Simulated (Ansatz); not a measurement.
# ClGeHO + HCl: a complex and its separated parts

The complex below is one end of an elementary step. How strongly is it bound against its free parts?

The runs use Ansatz 0.2.0, Gaussian basis; PBE0-D4/def2-TZVP structures, single points in def2-TZVPP, no counterpoise correction.

Levels: SPW92, PBE-D4, BLYP-D4, r2SCAN-D4, B97M-V, PBE0-D4, B3LYP-D4, r2SCAN0-D4, BHLYP-D4, CAM-B3LYP-D4, wB97X-V, wB97M-V, B2PLYP, PBE-QIDH, RPA on PBE, Hartree-Fock, MP2, CCSD, CCSD(T).

Cores are frozen in the correlated methods. Filled d shells of the heavier atoms are correlated. B3LYP uses VWN-RPA correlation. B2PLYP carries no dispersion term here.

56 further runs of the same task are left out: 56 set aside as unsound or not needed.

## 1. Where the work starts

The complex: 6 atoms, charge 0, spin multiplicity 1.

Atoms are counted from 1 here; the program's logs count them from 0.

Bond lengths: Ge1–O2 1.792 Å, Ge1–Cl5 2.199 Å, O2–H6 0.964 Å, H3–Cl4 1.300 Å. Angles: O2–Ge1–Cl5 97.4°, Ge1–O2–H6 115.7°.

As a file:

```xyz
6

Ge    1.3869   -0.1909    0.9520
O    -0.1338   -0.1557    0.0052
H    -0.6561    1.1838   -1.1329
Cl   -0.9247    2.1903   -1.9108
Cl    1.0469   -2.1155    1.9595
H    -0.7193   -0.9120    0.1270
```

Its parts: ClGeHO holds atoms 1, 2, 5, 6; HCl holds atoms 3, 4. Each part counts its atoms afresh in its own runs.

## 2. Relaxing ClGeHO alone

The input, relax-a/in.yaml:

```yaml
crystal:
  periodic: [false, false, false]
  atoms:
    - {symbol: Ge, position_ang: [1.386915, -0.190944, 0.951979]}
    - {symbol: O, position_ang: [-0.133791, -0.155727, 0.005174]}
    - {symbol: Cl, position_ang: [1.046902, -2.115457, 1.959501]}
    - {symbol: H, position_ang: [-0.719254, -0.912036, 0.126999]}
basis:
  gaussian: {orbitals: def2-TZVP}
hamiltonian: {xc: pbe0, dispersion: d4}
relax: {f_tol: 0.005, max_steps: 200}
```

On the command line:

```
$ ansatz run in.yaml --threads 4 --pin off --events-out ev --progress --plain --max-ram 9574MiB
```

After this run come: Relaxing HCl alone; SPW92/def2-TZVPP; PBE-D4/def2-TZVPP; BLYP-D4/def2-TZVPP; r2SCAN-D4/def2-TZVPP; B97M-V/def2-TZVPP; PBE0-D4/def2-TZVPP; B3LYP-D4/def2-TZVPP; r2SCAN0-D4/def2-TZVPP; BHLYP-D4/def2-TZVPP; CAM-B3LYP-D4/def2-TZVPP; wB97X-V/def2-TZVPP; wB97M-V/def2-TZVPP; B2PLYP/def2-TZVPP; PBE-QIDH/def2-TZVPP; RPA on PBE/def2-TZVPP; CCSD(T)/def2-TZVPP; Vibrations of ClGeHO; Vibrations of HCl.

Before running it: what results should come out? Wanted: complex less parts, CCSD(T)/def2-TZVPP; with zero-point energy; largest T1 diagnostic.

As calculated:

| quantity | value |
| --- | --- |
| complex less parts, CCSD(T)/def2-TZVPP | -4.8 kcal/mol |
| with zero-point energy | -3.5 kcal/mol |
| largest T1 diagnostic | 0.014 |

**Reading.** At CCSD(T) the complex lies 4.8 kcal/mol below its parts. The functionals run from B2PLYP, off by 0.0 kcal/mol, to SPW92, off by -4.0 kcal/mol, against CCSD(T). Mean unsigned error by rung: LDA 4.0, GGA 1.4, meta-GGA 0.5, hybrid 1.0, range-separated hybrid 0.6, double hybrid 0.1 kcal/mol. PBE-D4 gives a relative energy 1.5 kcal/mol too low, outside chemical accuracy (1 kcal/mol). No counterpoise was applied, and triple zeta lacks some correlation, so the CCSD(T) reference has a basis error of its own, and close matches with it are partly luck.
